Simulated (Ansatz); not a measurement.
# WO₃: energies up the ladder, part 2 of 2

The task, for WO₃: energies up the ladder.

Ansatz 0.2.0, Gaussian bases.

## (5) Single point, PBE-D4/def2-TZVPPD

input.yaml

```yaml
crystal:
  periodic: [false, false, false]
  atoms:
    - { symbol: O, position_ang: [-0.17390318, 1.58782819, 0.13339715] }
    - { symbol: W, position_ang: [-0.00175491, -0.00690008, -0.46818069] }
    - { symbol: O, position_ang: [1.46108254, -0.63947681, 0.16004028] }
    - { symbol: O, position_ang: [-1.28543445, -0.94151129, 0.17476327] }
basis:
  gaussian: { orbitals: def2-TZVPPD.json }
hamiltonian:
  xc: pbe
  dispersion: d4
```

Launch:

```bash
$ ansatz run input.yaml --threads 4 --pin off --max-ram 10240MiB --backend cpu --events-out ev --progress --plain --runs-dir out
```

The log of the run, cut to the lines that bear on the results:

```text
Warning: RAYON_NUM_THREADS=4 ignored (pool sized by the plan → 4); use --threads N
Engine: ansatz 0.2.0, x86_64-unknown-linux-gnu
Functional definition: PBE
  parameter kappa = 0.804
  parameter beta = 0.06672455060314922
  exchange = pbe_x(kappa = kappa, mu = beta*pi^2/3)
  correlation = pbe_c(beta = beta)
898 factors; their error is unknown
mean field evaluation 1: about -7939.0781 eV, gradient 1.3e2 eV
mean field evaluation 2: about -7527.0869 eV, gradient 4.2e2 eV
mean field evaluation 4: about -7966.1728 eV, gradient 2.6e1 eV
mean field evaluation 8: about -7967.4923 eV, gradient 7.4e-1 eV
mean field evaluation 16: about -7967.4876 eV, gradient 1.5e-3 eV
mean field -7967.48763442 eV, -292.7997700079 hartree, gradient 3.0e-5 eV, S^2 0.000000; 0 other end points of the search recorded, 0 dependent functions left out
reference -7967.48769137 eV, -292.7997721006 hartree; 19, 19 occupied and 160, 160 virtual orbitals, 898 factors
Total energy: -7967.57602091 eV, -292.8030181515 hartree
```

It took 0.73 s on 4 threads of AMD EPYC 9R45 (Zen 5), shared host; peak memory 0.22 GiB.

## (6) Single point, r2SCAN-D4/def2-TZVPPD

Edit input.yaml of step 5 so:

```diff
@@ -10,3 +10,3 @@
 hamiltonian:
-  xc: pbe
+  xc: r2scan
   dispersion: d4
```

Launch:

```bash
$ ansatz run input.yaml --threads 4 --pin off --max-ram 10240MiB --backend cpu --events-out ev --progress --plain --runs-dir out
```

The log of the run:

```text
Warning: RAYON_NUM_THREADS=4 ignored (pool sized by the plan → 4); use --threads N
[... 1 set-up line as earlier in the session ...]
Functional definition: r2SCAN
  parameter k0 = 0.174
  parameter k1 = 0.065
  parameter a1 = 4.9479
  exchange = r2scan_x(k0 = k0, k1 = k1, a1 = a1)
  correlation = r2scan_c
898 factors; their error is unknown
mean field evaluation 1: about -7944.3699 eV, gradient 1.2e2 eV
mean field evaluation 2: about -7597.3110 eV, gradient 4.0e2 eV
mean field evaluation 4: about -7969.3790 eV, gradient 2.1e1 eV
mean field evaluation 8: about -7970.2164 eV, gradient 1.0e0 eV
mean field evaluation 16: about -7970.2149 eV, gradient 1.7e-4 eV
mean field -7970.21487567 eV, -292.8999942752 hartree, gradient 2.7e-5 eV, S^2 0.000000; 0 other end points of the search recorded, 0 dependent functions left out
reference -7970.21489661 eV, -292.8999950448 hartree; 19, 19 occupied and 160, 160 virtual orbitals, 898 factors
Total energy: -7970.23353787 eV, -292.9006800985 hartree
```

Run time: 1.1 s. Hardware: 4 threads of AMD EPYC 9R45 (Zen 5), shared host; peak memory 0.24 GiB.

## (7) Single point, B3LYP-D4/def2-TZVPPD

Edit input.yaml of step 6 so:

```diff
@@ -10,3 +10,3 @@
 hamiltonian:
-  xc: r2scan
+  xc: { name: B3LYP }
   dispersion: d4
```

Launch:

```bash
$ ansatz run input.yaml --threads 4 --pin off --max-ram 10240MiB --backend cpu --events-out ev --progress --plain --runs-dir out
```

The log of the run:

```text
Warning: RAYON_NUM_THREADS=4 ignored (pool sized by the plan → 4); use --threads N
[... 1 set-up line as earlier in the session ...]
Functional definition: B3LYP
  parameter a0 = 0.2
  parameter ax = 0.72
  parameter ac = 0.81
  exchange = (1 - a0 - ax)*slater_x + ax*b88_x + a0*exact_x
  correlation = (1 - ac)*vwn_rpa_c + ac*lyp_c
969 factors; their error is unknown
mean field evaluation 1: about -7945.3895 eV, gradient 1.3e2 eV
mean field evaluation 2: about -7630.7848 eV, gradient 3.9e2 eV
mean field evaluation 4: about -7971.7328 eV, gradient 1.6e1 eV
mean field evaluation 8: about -7972.2360 eV, gradient 6.8e-1 eV
mean field evaluation 16: about -7972.2667 eV, gradient 3.0e-4 eV
mean field -7972.26674284 eV, -292.9753990028 hartree, gradient 2.2e-5 eV, S^2 0.000000; 0 other end points of the search recorded, 0 dependent functions left out
reference -7972.26700601 eV, -292.9754086743 hartree; 19, 19 occupied and 160, 160 virtual orbitals, 969 factors
Total energy: -7972.41265927 eV, -292.9807613328 hartree
```

It took 0.92 s on 4 threads of AMD EPYC 9R45 (Zen 5), shared host; peak memory 0.39 GiB.

## (8) Single point, wB97M-V/def2-TZVPPD

Edit input.yaml of step 7 so:

```diff
@@ -10,3 +10,2 @@
 hamiltonian:
-  xc: { name: B3LYP }
-  dispersion: d4
+  xc: { name: wB97M-V }
```

Launch:

```bash
$ ansatz run input.yaml --threads 4 --pin off --max-ram 10240MiB --backend cpu --events-out ev --progress --plain --runs-dir out
```

The log of the run, cut to the lines that bear on the results:

```text
Warning: RAYON_NUM_THREADS=4 ignored (pool sized by the plan → 4); use --threads N
[...]
Functional definition: wB97M-V
[...]
  gx(w, u) = 1 - cx + cx01*u + cx10*w
  gss(w, u) = css00 + css04*u^4 + css10*w + css20*w^2 + css43*w^4*u^3
  gos(w, u) = cos00 + cos10*w + (cos20 + cos21*u)*w^2 + (cos60 + cos61*u)*w^6
[...]
      + integral(e_c_pw_mod_opposite_spin*gos(b97_w_opposite, b97_u_opposite)) + vv10(b, c)
901 factors; their error is unknown
236 factors; integrals over basis functions are off by at most 3.0e-5 eV
[...]
mean field -7967.33498316 eV, -292.7941601773 hartree, gradient 3.8e-5 eV, S^2 0.000000; 0 other end points of the search recorded, 0 dependent functions left out
reference -7967.33505220 eV, -292.7941627147 hartree; 19, 19 occupied and 160, 160 virtual orbitals, 901 factors
Total energy: -7967.33505220 eV, -292.7941627147 hartree
```

It took 2 s on 4 threads of AMD EPYC 9R45 (Zen 5), shared host; peak memory 0.51 GiB.

## (9) Single point, B2PLYP/def2-TZVPPD

Edit input.yaml of step 8 so:

```diff
@@ -10,2 +10,2 @@
 hamiltonian:
-  xc: { name: wB97M-V }
+  xc: { name: B2PLYP }
```

Launch:

```bash
$ ansatz run input.yaml --threads 4 --pin off --max-ram 10240MiB --backend cpu --events-out ev --progress --plain --runs-dir out
```

The log of the run, cut to the lines that bear on the results:

```text
Warning: RAYON_NUM_THREADS=4 ignored (pool sized by the plan → 4); use --threads N
[...]
Functional definition: B2PLYP
[...]
1140 factors; integrals over basis functions are off by at most 6.9e-4 eV
[...]
mean field -7953.76400271 eV, -292.2954358448 hartree, gradient 4.1e-6 eV, S^2 0.000000; 0 other end points of the search recorded, 0 dependent functions left out
3 core orbitals not correlated: weight in the atoms' cores, before any rotation towards them, 1.000 or more for the frozen orbitals, at most 0.000 for the correlated occupied ones
reference -7953.76416812 eV, -292.2954419232 hartree; 16, 16 occupied and 160, 160 virtual orbitals, 1140 factors
second order -43.09611777 eV of doubles, -0.00000000 eV of singles
Total energy: -7965.40011991 eV, -292.7230552647 hartree
```

It took 2 s on 4 threads of AMD EPYC 9R45 (Zen 5), shared host; peak memory 0.47 GiB.

## (10) Single point, LDA/def2-TZVPPD

Edit input.yaml of step 9 so:

```diff
@@ -10,2 +10,2 @@
 hamiltonian:
-  xc: { name: B2PLYP }
+  xc: lda
```

Launch:

```bash
$ ansatz run input.yaml --threads 4 --pin off --max-ram 10240MiB --backend cpu --events-out ev --progress --plain --runs-dir out
```

The log of the run:

```text
Warning: RAYON_NUM_THREADS=4 ignored (pool sized by the plan → 4); use --threads N
[... 1 set-up line as earlier in the session ...]
Functional definition: SPW92
  exchange = slater_x
  correlation = pw_c
898 factors; their error is unknown
mean field evaluation 1: about -7898.2088 eV, gradient 1.3e2 eV
mean field evaluation 2: about -7499.6803 eV, gradient 4.2e2 eV
mean field evaluation 4: about -7924.9335 eV, gradient 2.7e1 eV
mean field evaluation 8: about -7926.3396 eV, gradient 1.6e0 eV
mean field evaluation 16: about -7926.3390 eV, gradient 5.6e-3 eV
mean field -7926.33897411 eV, -291.2875846330 hartree, gradient 3.2e-5 eV, S^2 0.000000; 0 other end points of the search recorded, 0 dependent functions left out
reference -7926.33903028 eV, -291.2875866971 hartree; 19, 19 occupied and 160, 160 virtual orbitals, 898 factors
Total energy: -7926.33903028 eV, -291.2875866971 hartree
```

Wall time 0.48 s (4 threads of AMD EPYC 9R45 (Zen 5), shared host); peak memory 0.21 GiB.

## (11) Single point, PBE0-D4/def2-SVPD

Edit input.yaml of step 10 so:

```diff
@@ -8,4 +8,5 @@
 basis:
-  gaussian: { orbitals: def2-TZVPPD.json }
+  gaussian: { orbitals: def2-SVPD }
 hamiltonian:
-  xc: lda
+  xc: pbe0
+  dispersion: d4
```

Launch:

```bash
$ ansatz run input.yaml --threads 4 --pin off --max-ram 10240MiB --backend cpu --events-out ev --progress --plain --runs-dir out
```

The log of the run:

```text
Warning: RAYON_NUM_THREADS=4 ignored (pool sized by the plan → 4); use --threads N
[... 2 set-up lines as earlier in the session ...]
  parameter a = 0.25
[... 2 set-up lines as earlier in the session ...]
  exchange = (1 - a)*pbe_x(kappa = kappa, mu = beta*pi^2/3) + a*exact_x
[... 1 set-up line as earlier in the session ...]
911 factors; their error is unknown
mean field evaluation 1: about -7932.6449 eV, gradient 1.1e2 eV
mean field evaluation 2: about -7677.8749 eV, gradient 3.5e2 eV
mean field evaluation 4: about -7956.7918 eV, gradient 9.5e0 eV
mean field evaluation 8: about -7956.9829 eV, gradient 4.1e-1 eV
mean field evaluation 16: about -7957.0601 eV, gradient 3.9e-5 eV
mean field -7957.06005173 eV, -292.4165634122 hartree, gradient 2.5e-5 eV, S^2 0.000000; 0 other end points of the search recorded, 0 dependent functions left out
reference -7957.06008675 eV, -292.4165646991 hartree; 19, 19 occupied and 85, 85 virtual orbitals, 911 factors
Total energy: -7957.13388257 eV, -292.4192766454 hartree
```

Wall time 0.42 s (4 threads of AMD EPYC 9R45 (Zen 5), shared host); peak memory 0.2 GiB.

## (12) Single point, PBE-D4/def2-SVPD

Edit input.yaml of step 11 so:

```diff
@@ -10,3 +10,3 @@
 hamiltonian:
-  xc: pbe0
+  xc: pbe
   dispersion: d4
```

Launch:

```bash
$ ansatz run input.yaml --threads 4 --pin off --max-ram 10240MiB --backend cpu --events-out ev --progress --plain --runs-dir out
```

The log of the run, cut to the lines that bear on the results:

```text
Warning: RAYON_NUM_THREADS=4 ignored (pool sized by the plan → 4); use --threads N
[... 6 set-up lines as earlier in the session ...]
871 factors; their error is unknown
mean field evaluation 1: about -7930.5406 eV, gradient 1.3e2 eV
mean field evaluation 2: about -7532.5939 eV, gradient 3.9e2 eV
mean field evaluation 4: about -7959.0497 eV, gradient 2.0e1 eV
mean field evaluation 8: about -7959.9486 eV, gradient 1.4e0 eV
mean field evaluation 16: about -7959.9104 eV, gradient 5.7e-4 eV
mean field -7959.91037459 eV, -292.5213108450 hartree, gradient 3.9e-5 eV, S^2 0.000000; 0 other end points of the search recorded, 0 dependent functions left out
reference -7959.91041970 eV, -292.5213125029 hartree; 19, 19 occupied and 85, 85 virtual orbitals, 871 factors
Total energy: -7959.99874924 eV, -292.5245585538 hartree
```

It took 0.39 s on 4 threads of AMD EPYC 9R45 (Zen 5), shared host; peak memory 0.15 GiB.

## (13) The levels compared

| level | O1–W2 (Å) | W2–O3 (Å) | W2–O4 (Å) | rotational constants (MHz) | dipole (D) | highest frequency (cm⁻¹) | CPU time |
| --- | --- | --- | --- | --- | --- | --- | --- |
| PBE0-D4/def2-TZVPPD | 1.7131 | 1.7131 | 1.7131 | 6659.1, 6659.1, 4138.5 | 5.68 | 1052 | 19 s |

Constants are for the commonest isotopes at the equilibrium geometry; times are CPU times of the relaxations.

## (14) Total energies

| level | energy (eV) | CPU time |
| --- | --- | --- |
| PBE-D4/def2-TZVPPD | -7967.5760 | 2.1 s |
| r2SCAN-D4/def2-TZVPPD | -7970.2335 | 3.2 s |
| B3LYP-D4/def2-TZVPPD | -7972.4127 | 2.8 s |
| wB97M-V/def2-TZVPPD | -7967.3351 | 7.5 s |
| B2PLYP/def2-TZVPPD | -7965.4001 | 6.4 s |
| LDA/def2-TZVPPD | -7926.3390 | 1.3 s |
| PBE0-D4/def2-SVPD | -7957.1339 | 1.2 s |
| PBE-D4/def2-SVPD | -7959.9987 | 1.1 s |

## (15) Summary of results

What follows sums up all 2 parts.

```
                          quantity             value
      O1–W2 at PBE0-D4/def2-TZVPPD           1.713 Å
      W2–O3 at PBE0-D4/def2-TZVPPD           1.713 Å
      W2–O4 at PBE0-D4/def2-TZVPPD           1.713 Å
frequencies at PBE0-D4/def2-TZVPPD  286 to 1052 cm⁻¹
        energy at PBE-D4/def2-SVPD      -7959.999 eV
```

No mode is imaginary, so the geometry is a minimum. These totals serve in differences with atoms or fragments at the same level; alone they don't rank the methods. Heavy atoms carry effective core potentials in def2 sets, and spin-orbit coupling is left out.
